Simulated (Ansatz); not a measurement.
**CH5BrOSi2: small, medium and large basis sets**

One table from this session's results is given with a row withheld; the runs are named, their logs left out.

Computed with Ansatz 0.2.0, Gaussian basis. Level: one geometry, several basis sets.

Plan: PBE0-D4/def2-SVP; ωB97M-V/def2-SVP; PBE0-D4/def2-QZVPP; ωB97M-V/def2-QZVPP; the functionals' def2-TZVPP values are taken from earlier runs.

## The geometry

An earlier PBE0-D4 in a triple-zeta def2 set relaxation fixed the geometry.

10 atoms, charge 0, spin multiplicity 1.

Atoms are counted from 1 here; the program's logs count them from 0.

Bond lengths: Si1–Si2 2.331 Å, Si1–H6 1.486 Å, Si1–H7 1.486 Å, Si1–H8 1.484 Å, Si2–O3 1.692 Å, Si2–C4 1.817 Å, Si2–H9 1.481 Å, O3–C4 1.418 Å, C4–Br5 1.935 Å, C4–H10 1.085 Å. Angles: Si2–Si1–H6 109.9°, Si2–Si1–H7 108.9°, Si2–Si1–H8 108.5°, H6–Si1–H7 109.3°, H6–Si1–H8 110.1°, H7–Si1–H8 110.1°, Si1–Si2–O3 115.5°, Si1–Si2–C4 122.7°, Si1–Si2–H9 118.4°, O3–Si2–C4 47.5°, O3–Si2–H9 114.9°, C4–Si2–H9 117.0°, Si2–O3–C4 70.9°, Si2–C4–O3 61.6°, Si2–C4–Br5 121.0°, Si2–C4–H10 127.3°, O3–C4–Br5 114.7°, O3–C4–H10 114.6° and more.

Coordinates:

```mol
CH5BrOSi2
  3D, bonds by distance, orders not assigned

 10 10  0  0  0  0  0  0  0  0999 V2000
   -1.1285   -0.2536    1.5182 Si  0  0
    0.3000    0.6459   -0.0894 Si  0  0
    1.7095   -0.2409   -0.3888 O   0  0
    0.8733   -0.2975   -1.5320 C   0  0
    1.5795    0.5992   -3.0939 Br  0  0
   -0.5833   -0.0036    2.8780 H   0  0
   -2.4604    0.3948    1.3970 H   0  0
   -1.2473   -1.7133    1.2771 H   0  0
    0.4669    2.1168   -0.1391 H   0  0
    0.5736   -1.2990   -1.8242 H   0  0
  1  2  8  0
  2  3  8  0
  3  4  8  0
  4  5  8  0
  1  6  8  0
  1  7  8  0
  1  8  8  0
  2  9  8  0
  4 10  8  0
  2  4  8  0
M  END
```

The first run:

Input file in.yaml:

```yaml
crystal:
  periodic: [false, false, false]
  atoms:
    - {symbol: Si, position_ang: [-1.128529, -0.253631, 1.518185]}
    - {symbol: Si, position_ang: [0.299983, 0.645913, -0.089380]}
    - {symbol: O, position_ang: [1.709500, -0.240908, -0.388763]}
    - {symbol: C, position_ang: [0.873258, -0.297490, -1.531957]}
    - {symbol: Br, position_ang: [1.579525, 0.599182, -3.093936]}
    - {symbol: H, position_ang: [-0.583252, -0.003565, 2.877966]}
    - {symbol: H, position_ang: [-2.460401, 0.394788, 1.397042]}
    - {symbol: H, position_ang: [-1.247253, -1.713336, 1.277063]}
    - {symbol: H, position_ang: [0.466880, 2.116773, -0.139057]}
    - {symbol: H, position_ang: [0.573590, -1.299027, -1.824163]}
basis:
  gaussian: {orbitals: def2-SVP}
hamiltonian: {xc: pbe0, dispersion: d4}
output: {orbitals: {seedname: orbitals}}
```

Steps of the session up to this table: PBE0-D4 in def2-SVP; ωB97M-V in def2-SVP; PBE0-D4 in def2-QZVPP; ωB97M-V in def2-QZVPP.

One of the session's tables, all rows but one given; the rest of the session is left out.

It belongs to the step «Functionals by basis». 

```
functional       basis  HOMO (eV)
   PBE0-D4    def2-SVP      -7.16
   PBE0-D4  def2-TZVPP      -7.23
   PBE0-D4  def2-QZVPP      -7.25
   ωB97M-V    def2-SVP          ?
   ωB97M-V  def2-TZVPP      -9.36
   ωB97M-V  def2-QZVPP      -9.39
```

Estimate the missing values for ωB97M-V, def2-SVP.

As computed: HOMO (eV): -9.27. In the column «HOMO (eV)» it lies between ωB97M-V, def2-TZVPP (-9.36) and PBE0-D4, def2-QZVPP (-7.25).
